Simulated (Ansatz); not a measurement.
# C3H12FHfN3: up Jacob's ladder to CCSD(T)

The task here is to estimate one member of a computed series from the others.

The runs use Ansatz 0.2.0, Gaussian basis; functionals in def2-TZVPP, the program's frozen cores in correlated methods.

Plan: LDA (SPW92), PBE-D4, revPBE-D4, BLYP-D4, r2SCAN-D4, B97M-V, PBE0-D4, B3LYP-D4, r2SCANh-D4, r2SCAN0-D4, HSE06-D4, BHLYP-D4, CAM-B3LYP-D4, LC-ωPBE, ωB97X-V, ωB97M-V, B2PLYP, PBE-QIDH; CCSD(T)/def2-SVP; CCSD(T)/def2-TZVPP; MP2/def2-QZVPP; extrapolation to the limit; RPA on PBE.

## The geometry

All runs share one geometry, relaxed beforehand with PBE0-D4 in a triple-zeta def2 set. Hf takes the def2 core potential; no spin-orbit term is included.

SMILES `C[NH][Hf]([F])([NH]C)[NH]C`, 20 atoms, charge 0, spin multiplicity 1.

Atoms are counted from 1 here; the program's logs count them from 0.

Bond lengths: C1–N2 1.449 Å, C1–H9 1.097 Å, C1–H10 1.095 Å, C1–H11 1.097 Å, N2–Hf3 2.036 Å, N2–H12 1.011 Å, Hf3–F4 1.939 Å, Hf3–N5 2.036 Å, Hf3–N7 2.036 Å, N5–C6 1.449 Å, N5–H13 1.011 Å, C6–H14 1.097 Å, C6–H15 1.095 Å, C6–H16 1.097 Å, N7–C8 1.449 Å, N7–H17 1.011 Å, C8–H18 1.097 Å, C8–H19 1.097 Å and more. Angles: N2–C1–H9 112.4°, N2–C1–H10 110.3°, N2–C1–H11 112.7°, H9–C1–H10 106.6°, H9–C1–H11 107.8°, H10–C1–H11 106.6°, C1–N2–Hf3 125.8°, C1–N2–H12 111.5°, Hf3–N2–H12 122.5°, N2–Hf3–F4 111.8°, N2–Hf3–N5 107.1°, N2–Hf3–N7 107.1°, F4–Hf3–N5 111.7°, F4–Hf3–N7 111.7°, N5–Hf3–N7 107.1°, Hf3–N5–C6 125.9°, Hf3–N5–H13 122.5°, C6–N5–H13 111.5° and more.

Set-up of the first run:

The input, in.yaml:

```yaml
crystal:
  periodic: [false, false, false]
  atoms:
    - {symbol: C, position_ang: [2.097054, -0.412179, -2.249078]}
    - {symbol: N, position_ang: [1.712460, -0.288203, -0.857548]}
    - {symbol: Hf, position_ang: [-0.195974, -0.224073, -0.150423]}
    - {symbol: F, position_ang: [-1.332197, -1.526099, -1.029699]}
    - {symbol: N, position_ang: [-0.872671, 1.676454, -0.426736]}
    - {symbol: C, position_ang: [-2.254729, 2.105037, -0.351429]}
    - {symbol: N, position_ang: [-0.100757, -0.540714, 1.858754]}
    - {symbol: C, position_ang: [0.038660, -1.828977, 2.507244]}
    - {symbol: H, position_ang: [2.721238, 0.424501, -2.587337]}
    - {symbol: H, position_ang: [1.208269, -0.419534, -2.889326]}
    - {symbol: H, position_ang: [2.641174, -1.341752, -2.457383]}
    - {symbol: H, position_ang: [2.518106, -0.301979, -0.247468]}
    - {symbol: H, position_ang: [-0.263994, 2.434468, -0.703075]}
    - {symbol: H, position_ang: [-2.631938, 2.489764, -1.307032]}
    - {symbol: H, position_ang: [-2.898699, 1.262555, -0.076955]}
    - {symbol: H, position_ang: [-2.411945, 2.881461, 0.407866]}
    - {symbol: H, position_ang: [-0.213095, 0.203701, 2.532999]}
    - {symbol: H, position_ang: [-0.826801, -2.085595, 3.130626]}
    - {symbol: H, position_ang: [0.934749, -1.886093, 3.137993]}
    - {symbol: H, position_ang: [0.131080, -2.622725, 1.757997]}
basis:
  gaussian: {orbitals: def2-TZVPP}
hamiltonian: {xc: lda}
output: {orbitals: {seedname: orbitals}}
```

Launch:

```sh
ansatz run in.yaml --threads 4 --pin off --events-out ev --progress --plain --max-ram 46080MiB --backend cuda --devices 0, --max-vram 37GiB
```

Among the steps run: LDA; PBE-D4 (GGA); revPBE-D4 (GGA); BLYP-D4 (GGA); r2SCAN-D4 (meta-GGA); B97M-V (meta-GGA); PBE0-D4 (hybrid); B3LYP-D4 (hybrid); r2SCANh-D4 (hybrid); r2SCAN0-D4 (hybrid); HSE06-D4 (hybrid); BHLYP-D4 (hybrid); CAM-B3LYP-D4 (range-separated); LC-ωPBE (range-separated); ωB97X-V (range-separated); ωB97M-V (range-separated); B2PLYP (double hybrid); PBE-QIDH (double hybrid).

One of the session's tables, all rows but one given; the rest of the session is left out.

It belongs to the step «Orbital energies across the functionals». 

```
  functional  HOMO (eV)  gap (eV)
 LDA (SPW92)      -5.26      4.48
      PBE-D4      -5.10      4.54
   revPBE-D4      -5.04      4.59
     BLYP-D4      -4.99      4.46
   r2SCAN-D4          ?         ?
      B97M-V      -5.47      4.92
     PBE0-D4      -6.42      6.57
    B3LYP-D4      -6.21      6.07
  r2SCANh-D4      -5.85      6.02
  r2SCAN0-D4      -6.61      7.07
    HSE06-D4      -6.02      5.81
    BHLYP-D4      -7.68      8.37
CAM-B3LYP-D4      -7.82      8.66
     LC-ωPBE      -9.17     11.19
     ωB97X-V      -8.83     10.62
     ωB97M-V      -8.75     10.08
```

Estimate the missing values for r2SCAN-D4.

Worked estimate for «HOMO (eV)». Against the share of exact exchange, r2SCANh-D4 (0.1, -5.85), r2SCAN0-D4 (0.25, -6.61) give a slope of -5.07 per unit share; at 0 the line stands at -5.34.

The run gave: HOMO (eV): -5.36; gap (eV): 5.22. In «HOMO (eV)» the line misses by +0.02.
